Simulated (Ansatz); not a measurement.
**Si2AsH9 (built from SMILES [AsH3].[SiH3][SiH3]): search for a transition state**

Aim: find the saddle point of a four-centre ligand exchange that is to form Si1–As7, H2–H6 and break Si1–H2, H6–As7, prove it by its vibrations, and relax downhill on both sides to see what it joins.

The runs use Ansatz 0.2.0, Gaussian basis; PBE0-D4, def2-SVP first, then def2-TZVP.

152 further runs of the same task are left out: 152 set aside as unsound or not needed.

## Step 1: Where the work starts

The guess: 12 atoms, charge 0, spin multiplicity 1.

Atoms are counted from 1 here; the program's logs count them from 0.

Bond lengths: Si1–H3 1.489 Å, Si1–H4 1.469 Å, Si1–Si5 2.330 Å, Si1–As7 2.307 Å, Si5–H8 1.462 Å, Si5–H9 1.471 Å, Si5–H10 1.471 Å, H6–As7 1.494 Å, As7–H11 1.470 Å, As7–H12 1.560 Å. Angles: H3–Si1–H4 105.1°, H3–Si1–Si5 113.0°, H3–Si1–As7 100.8°, H4–Si1–Si5 119.1°, H4–Si1–As7 104.7°, Si5–Si1–As7 112.2°, Si1–Si5–H8 112.9°, Si1–Si5–H9 112.0°, Si1–Si5–H10 109.5°, H8–Si5–H9 106.9°, H8–Si5–H10 108.8°, H9–Si5–H10 106.5°, Si1–As7–H6 105.0°, Si1–As7–H11 99.2°, Si1–As7–H12 115.4°, H6–As7–H11 92.1°, H6–As7–H12 138.1°, H11–As7–H12 92.1°.

Geometry (Å):

```tsv
atom	x (Å)	y (Å)	z (Å)
Si1	-0.83900	-0.57630	0.37960
H2	1.66550	-0.00020	1.10670
H3	-1.91730	-1.21630	-0.42400
H4	-0.93050	-1.19880	1.70690
Si5	-0.83820	1.74840	0.21570
H6	2.13860	-1.26050	0.38980
As7	1.03420	-1.51780	-0.58280
H8	-0.41200	2.40480	1.45010
H9	-2.17070	2.27890	-0.11160
H10	0.05630	2.16380	-0.87540
H11	1.44990	-0.39520	-1.43620
H12	0.76330	-2.43090	-1.81870
```

Distances that are to change: Si1–As7 2.31 Å, H2–H6 1.53 Å, Si1–H2 2.67 Å, H6–As7 1.49 Å.

## Step 2: Constrained relaxation of the guess

Input file hold/in.yaml:

```yaml
crystal:
  periodic: [false, false, false]
  atoms:
    - {symbol: Si, position_ang: [-0.839000, -0.576300, 0.379600]}
    - {symbol: H, position_ang: [1.665500, -0.000200, 1.106700]}
    - {symbol: H, position_ang: [-1.917300, -1.216300, -0.424000]}
    - {symbol: H, position_ang: [-0.930500, -1.198800, 1.706900]}
    - {symbol: Si, position_ang: [-0.838200, 1.748400, 0.215700]}
    - {symbol: H, position_ang: [2.138600, -1.260500, 0.389800]}
    - {symbol: As, position_ang: [1.034200, -1.517800, -0.582800]}
    - {symbol: H, position_ang: [-0.412000, 2.404800, 1.450100]}
    - {symbol: H, position_ang: [-2.170700, 2.278900, -0.111600]}
    - {symbol: H, position_ang: [0.056300, 2.163800, -0.875400]}
    - {symbol: H, position_ang: [1.449900, -0.395200, -1.436200]}
    - {symbol: H, position_ang: [0.763300, -2.430900, -1.818700]}
basis:
  gaussian: {orbitals: def2-SVP}
hamiltonian: {xc: pbe0, dispersion: d4}
relax: {f_tol: 0.04, max_steps: 150, escape_saddle: false, constraints: [{distance: [0, 6]}, {distance: [1, 5]}, {distance: [0, 1]}, {distance: [5, 6]}]}
```

Started as:

```console
$ ansatz run in.yaml --threads 8 --pin off --events-out ev --progress --plain --max-ram 19148MiB
```

The runs that follow: Force constants to start from; Saddle search in the small basis; Saddle search in triple zeta; Vibrations at the point found; Relaxing after a step of 0.30 Å one way along the mode; Relaxing after a step of 0.30 Å the other way along the mode.

Q: Predict the outcome of this session. Wanted: imaginary mode; barrier from the start side; barrier from the end side; energy of the step; pairs that change; zero-point energy at the saddle.

The runs gave:

```
                       quantity                                                       value
                 imaginary mode                                                  1401i cm⁻¹
    barrier from the start side                                               53.8 kcal/mol
      barrier from the end side                                               57.3 kcal/mol
             energy of the step                                               -3.4 kcal/mol
              pairs that change  Si1–As7 formed, H2–H6 formed, Si1–H2 broken, H6–As7 broken
zero-point energy at the saddle                                                    1.884 eV
```

What this shows: The point has a single imaginary mode (1401i cm⁻¹), as a transition state must. It joins the planned start and end. At PBE0-D4/def2-TZVP the electronic barrier is 53.8 kcal/mol, about 91 kT at 298 K, and the step runs 3.4 kcal/mol downhill. The barrier is thin enough for tunnelling; the leading (Wigner) term alone is a factor of 2.9 at 298 K. A step off the saddle overshot and began above it in energy, so the link to its end is likely but not proven. The ends are the nearest minima, not always the lowest complexes.
